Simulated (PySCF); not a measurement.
# C2H4GaO−: magnetic properties

Aim: compute the magnetic properties of C2H4GaO− (`C1=[CH][GaH2-][O]1`).

Computed with PySCF 2.14.0 and routines of our own; the level stands in each step. Atoms count from 0.

### Step 1. The starting structure

8 atoms, charge -1, multiplicity 1; geometry from: PBE0-D3(BJ)/def2-SVP.

### Step 2. Magnetic properties: GIAO CAM-B3LYP/aug-pcSseg-1

What the job is given:

```
{"job": {"kind": "mag", "xc": "CAM-B3LYP", "basis": "aug-pcSseg-1", "isotopologues": 4}, "charge": -1, "multiplicity": 1}
C      0.483801    -1.465120    -0.165377
C     -0.055507    -0.220614    -0.205960
Ga    -1.831758    -1.131832    -0.232347
O     -0.353306    -2.498841    -0.164937
H      1.569396    -1.716561    -0.131446
H      0.531453     0.702443    -0.209774
H     -2.693220    -1.282729    -1.588533
H     -2.764712    -1.221239     1.081288
```

Level: GIAO CAM-B3LYP/aug-pcSseg-1 magnetisability, rotational g tensor and spin-rotation constants, non-relativistic, gas phase.

On the command line:

```sh
> OMP_NUM_THREADS=1 python excited_run.py task.json out
```

This one command runs all jobs of the session in turn.

The log of the run:

```text
coarse grid: 32848 points
cycle   1  E = -2078.3687829065  dE = -1.157e-01  |g| = 1.212e+00  |ddm| = 3.543e+00
cycle   2  E = -2078.1238567352  dE =  2.449e-01  |g| = 1.673e+00  |ddm| = 2.691e+00
cycle   3  E = -2078.5449549214  dE = -4.211e-01  |g| = 2.975e-01  |ddm| = 2.067e+00
cycle   4  E = -2078.5599593291  dE = -1.500e-02  |g| = 8.659e-02  |ddm| = 3.192e-01
cycle   5  E = -2078.5612600087  dE = -1.301e-03  |g| = 1.226e-02  |ddm| = 1.135e-01
cycle   6  E = -2078.5612946492  dE = -3.464e-05  |g| = 5.958e-03  |ddm| = 2.800e-02
cycle   7  E = -2078.5613019273  dE = -7.278e-06  |g| = 8.736e-04  |ddm| = 9.453e-03
final grid: 68408 points
cycle   8  E = -2078.5613093982  dE = -1.522e-07  |g| = 1.036e-03  |ddm| = 4.824e-03
cycle   9  E = -2078.5613093353  dE =  6.299e-08  |g| = 1.310e-03  |ddm| = 2.171e-03
cycle  10  E = -2078.5613095603  dE = -2.250e-07  |g| = 5.854e-05  |ddm| = 1.077e-03
cycle  11  E = -2078.5613095611  dE = -8.331e-10  |g| = 4.116e-05  |ddm| = 1.720e-04
cycle  12  E = -2078.5613095616  dE = -4.497e-10  |g| = 1.588e-05  |ddm| = 9.521e-05
converged SCF energy = -2078.5613095616

Magnetisability tensor (1e-30 J/T^2)
     -733.67       19.28        0.82
       19.28     -874.15        2.63
        0.82        2.63     -781.60
isotropic -796.47   principal values    -876.81   -781.56   -731.05
isotropic susceptibility -47.965 1e-6 cm^3/mol

Inertial axes            a          b          c
rot. const./GHz     11.1811     4.6258     3.4319
chi total           -44.770    -52.057    -47.067
chi diamagnetic    -194.495   -345.296   -428.283
chi paramagnetic    149.725    293.238    381.216
quadrupole/D A       -2.299      1.671      0.628
g nuclear            0.5982     0.5701     0.5578
g electronic        -0.7865    -0.6372    -0.6146
g total             -0.1883    -0.0671    -0.0569

Spin-rotation constants (kHz, H = +C I.J)
atom  isotope        aa         bb         cc
  2   69Ga       19.337      7.640      6.381
  4     1H        1.382     -0.324     -0.227
  5     1H       -0.577      0.376     -0.374
  6     1H       -0.210     -0.229      0.058
  7     1H       -0.207     -0.230      0.057
  0    13C*       6.019      1.773      0.875
  1    13C*       3.274      1.720      0.568
  3    17O*      -3.106     -1.007     -0.379
* in the singly substituted isotopologue

Isotopologues: g along a, b, c
2H    at 4,5,6,7           -0.1599    -0.0572    -0.0503
13C   at 0                 -0.1883    -0.0655    -0.0558
13C   at 1                 -0.1831    -0.0664    -0.0560
71Ga  at 2                 -0.1883    -0.0666    -0.0565
```

Wall time 19 s (1 thread of Arm Neoverse V1, shared host); peak memory 0.9 GiB.

Key values:

```tsv
quantity	value
magnetisability	-796·10⁻³⁰ J/T²
molar susceptibility	-48.0·10⁻⁶ cm³/mol
rotational g (a, b, c)	-0.1883, -0.0671, -0.0569
```

### Step 3. Magnetic properties: GIAO HF/3-21G

Settings changed since step 2:

```diff
@@ -1,2 +1,2 @@
-{"job": {"kind": "mag", "xc": "CAM-B3LYP", "basis": "aug-pcSseg-1", "isotopologues": 4}, "charge": -1, "multiplicity": 1}
+{"job": {"kind": "mag", "xc": "HF", "basis": "3-21G", "scf": {"conv": 1e-06}}, "charge": -1, "multiplicity": 1}
 C      0.483801    -1.465120    -0.165377
```

Level: GIAO HF/3-21G magnetisability, rotational g tensor and spin-rotation constants, non-relativistic, gas phase.

The log of the run:

```text
final grid: 68408 points
cycle   1  E = -2065.7997583246  dE = -1.217e+00  |g| = 6.278e-01  |ddm| = 2.661e+00
cycle   2  E = -2065.8664875414  dE = -6.673e-02  |g| = 4.085e-01  |ddm| = 9.250e-01
cycle   3  E = -2065.8961196928  dE = -2.963e-02  |g| = 5.703e-02  |ddm| = 4.239e-01
cycle   4  E = -2065.8971798991  dE = -1.060e-03  |g| = 2.239e-02  |ddm| = 9.866e-02
cycle   5  E = -2065.8973422387  dE = -1.623e-04  |g| = 5.217e-03  |ddm| = 3.367e-02
cycle   6  E = -2065.8973550109  dE = -1.277e-05  |g| = 1.613e-03  |ddm| = 9.901e-03
cycle   7  E = -2065.8973571672  dE = -2.156e-06  |g| = 5.250e-04  |ddm| = 4.310e-03
cycle   8  E = -2065.8973573961  dE = -2.289e-07  |g| = 1.730e-04  |ddm| = 1.431e-03
converged SCF energy = -2065.8973573961

Magnetisability tensor (1e-30 J/T^2)
     -757.14       31.57        0.20
       31.57     -903.26        3.40
        0.20        3.40     -791.02
isotropic -817.14   principal values    -909.88   -790.95   -750.59
isotropic susceptibility -49.209 1e-6 cm^3/mol

Inertial axes            a          b          c
rot. const./GHz     11.1811     4.6258     3.4319
chi total           -46.429    -53.567    -47.632
chi diamagnetic    -192.072   -341.692   -424.853
chi paramagnetic    145.643    288.125    377.221
quadrupole/D A       -1.062      0.905      0.157
g nuclear            0.5982     0.5701     0.5578
g electronic        -0.7650    -0.6261    -0.6082
g total             -0.1668    -0.0560    -0.0504

Spin-rotation constants (kHz, H = +C I.J)
atom  isotope        aa         bb         cc
  2   69Ga        7.589      2.340      3.118
  4     1H        1.252     -0.372     -0.295
  5     1H       -0.740      0.244     -0.431
  6     1H       -0.339     -0.267      0.050
  7     1H       -0.336     -0.267      0.049
  0    13C*       5.178      1.533      0.602
  1    13C*       2.881      1.197      0.358
  3    17O*      -2.736     -0.603     -0.173
* in the singly substituted isotopologue
```

Run time: 1.5 s. Hardware: 1 thread of Arm Neoverse V1, shared host; peak memory 0.58 GiB.

Key values:

```tsv
quantity	value
magnetisability	-817·10⁻³⁰ J/T²
molar susceptibility	-49.2·10⁻⁶ cm³/mol
rotational g (a, b, c)	-0.1668, -0.0560, -0.0504
```

### Step 4. Magnetic properties: GIAO HCTH407/6-31G*

Settings changed since step 3:

```diff
@@ -1,2 +1,2 @@
-{"job": {"kind": "mag", "xc": "HF", "basis": "3-21G", "scf": {"conv": 1e-06}}, "charge": -1, "multiplicity": 1}
+{"job": {"kind": "mag", "xc": "HCTH407", "basis": "6-31G*", "scf": {"conv": 1e-11, "damp": 0.1}}, "charge": -1, "multiplicity": 1}
 C      0.483801    -1.465120    -0.165377
```

Method: GIAO HCTH407/6-31G* magnetisability, rotational g tensor and spin-rotation constants, non-relativistic, gas phase.

The log of the run:

```text
damping 0.10 in the first 6 cycles
final grid: 68408 points
cycle   1  E = -2079.2072107696  dE = -5.178e-02  |g| = 9.564e-01  |ddm| = 2.909e+00
cycle   2  E = -2078.3035317691  dE =  9.037e-01  |g| = 2.150e+00  |ddm| = 3.442e+00
cycle   3  E = -2076.9975511399  dE =  1.306e+00  |g| = 3.211e+00  |ddm| = 4.534e+00
cycle   4  E = -2062.8360586418  dE =  1.416e+01  |g| = 5.109e+00  |ddm| = 1.519e+01
cycle   5  E = -1937.1271392877  dE =  1.257e+02  |g| = 1.724e+01  |ddm| = 2.062e+01
cycle   6  E = -1990.1184167255  dE = -5.299e+01  |g| = 9.836e+00  |ddm| = 2.378e+01
cycle   7  E = -1746.9675797689  dE =  2.432e+02  |g| = 1.579e+01  |ddm| = 4.025e+01
cycle   8  E = -2070.8067177548  dE = -3.238e+02  |g| = 4.253e+00  |ddm| = 3.671e+01
cycle   9  E = -2053.4950795661  dE =  1.731e+01  |g| = 6.009e+00  |ddm| = 2.203e+01
cycle  10  E = -2076.9387995710  dE = -2.344e+01  |g| = 2.422e+00  |ddm| = 1.835e+01
cycle  11  E = -2079.0199611067  dE = -2.081e+00  |g| = 1.391e+00  |ddm| = 3.408e+00
cycle  12  E = -2079.1140044728  dE = -9.404e-02  |g| = 1.235e+00  |ddm| = 2.067e+00
cycle  13  E = -2079.2930925259  dE = -1.791e-01  |g| = 6.790e-01  |ddm| = 1.711e+00
cycle  14  E = -2079.4075647183  dE = -1.145e-01  |g| = 2.098e-01  |ddm| = 9.597e-01
cycle  15  E = -2079.4174834650  dE = -9.919e-03  |g| = 4.017e-02  |ddm| = 2.013e-01
cycle  16  E = -2079.4180331174  dE = -5.497e-04  |g| = 1.506e-02  |ddm| = 7.018e-02
cycle  17  E = -2079.4180982322  dE = -6.511e-05  |g| = 7.098e-03  |ddm| = 2.282e-02
cycle  18  E = -2079.4181105450  dE = -1.231e-05  |g| = 1.357e-03  |ddm| = 8.193e-03
cycle  19  E = -2079.4181109943  dE = -4.493e-07  |g| = 2.772e-04  |ddm| = 2.105e-03
cycle  20  E = -2079.4181110209  dE = -2.662e-08  |g| = 2.947e-05  |ddm| = 4.735e-04
cycle  21  E = -2079.4181110212  dE = -3.010e-10  |g| = 4.217e-06  |ddm| = 5.780e-05
cycle  22  E = -2079.4181110212  dE = -1.819e-12  |g| = 1.101e-06  |ddm| = 6.769e-06
converged SCF energy = -2079.4181110212

Magnetisability tensor (1e-30 J/T^2)
     -702.77       27.53       -0.57
       27.53     -826.65        3.49
       -0.57        3.49     -704.84
isotropic -744.75   principal values    -832.59   -704.74   -696.92
isotropic susceptibility -44.850 1e-6 cm^3/mol

Inertial axes            a          b          c
rot. const./GHz     11.1811     4.6258     3.4319
chi total           -43.044    -49.065    -42.441
chi diamagnetic    -189.347   -339.792   -423.511
chi paramagnetic    146.303    290.727    381.070
quadrupole/D A       -2.311      1.056      1.255
g nuclear            0.5982     0.5701     0.5578
g electronic        -0.7685    -0.6318    -0.6144
g total             -0.1703    -0.0617    -0.0566

Spin-rotation constants (kHz, H = +C I.J)
atom  isotope        aa         bb         cc
  2   69Ga       15.916      6.463      5.301
  4     1H        1.236     -0.324     -0.250
  5     1H       -0.691      0.270     -0.388
  6     1H       -0.200     -0.218      0.078
  7     1H       -0.198     -0.218      0.077
  0    13C*       5.005      1.509      0.828
  1    13C*       2.966      1.333      0.552
  3    17O*      -3.183     -0.980     -0.406
* in the singly substituted isotopologue
```

Run time: 13 s. Hardware: 1 thread of Arm Neoverse V1, shared host; peak memory 0.61 GiB.

In short:

```tsv
quantity	value
magnetisability	-745·10⁻³⁰ J/T²
molar susceptibility	-44.9·10⁻⁶ cm³/mol
rotational g (a, b, c)	-0.1703, -0.0617, -0.0566
```

### Step 5. Magnetic properties side by side

```tsv
level	ξ (10⁻³⁰ J/T²)	g(a)	g(b)	gap (eV)	functions	time
GIAO CAM-B3LYP/aug-pcSseg-1	-796	-0.1883	-0.0671	5.39	164	19 s
GIAO HF/3-21G	-817	-0.1668	-0.0560	10.79	57	1.5 s
GIAO HCTH407/6-31G*	-745	-0.1703	-0.0617	3.46	82	13 s
```

### Step 6. What came out

| quantity | value |
| --- | --- |
| magnetisability (step 2, GIAO CAM-B3LYP/aug-pcSseg-1) | -796·10⁻³⁰ J/T² |
| molar susceptibility (step 2, GIAO CAM-B3LYP/aug-pcSseg-1) | -48.0·10⁻⁶ cm³/mol |
| rotational g (a, b, c) (step 2, GIAO CAM-B3LYP/aug-pcSseg-1) | -0.1883, -0.0671, -0.0569 |
| magnetisability over the levels | -817 to -745·10⁻³⁰ J/T² |

**Reading.** Steps that list no spin-orbit terms leave them out, which matters at and beside the heavy atoms. For an ion, the motion of the centre of mass in the field is left out. The magnetisability spreads by 9.2 % over 3 levels, from GIAO HF/3-21G (1.5 s) to GIAO HCTH407/6-31G* (13 s); the runs took 1.5 s to 19 s. Vibrational averaging and real surroundings are missing from these values.
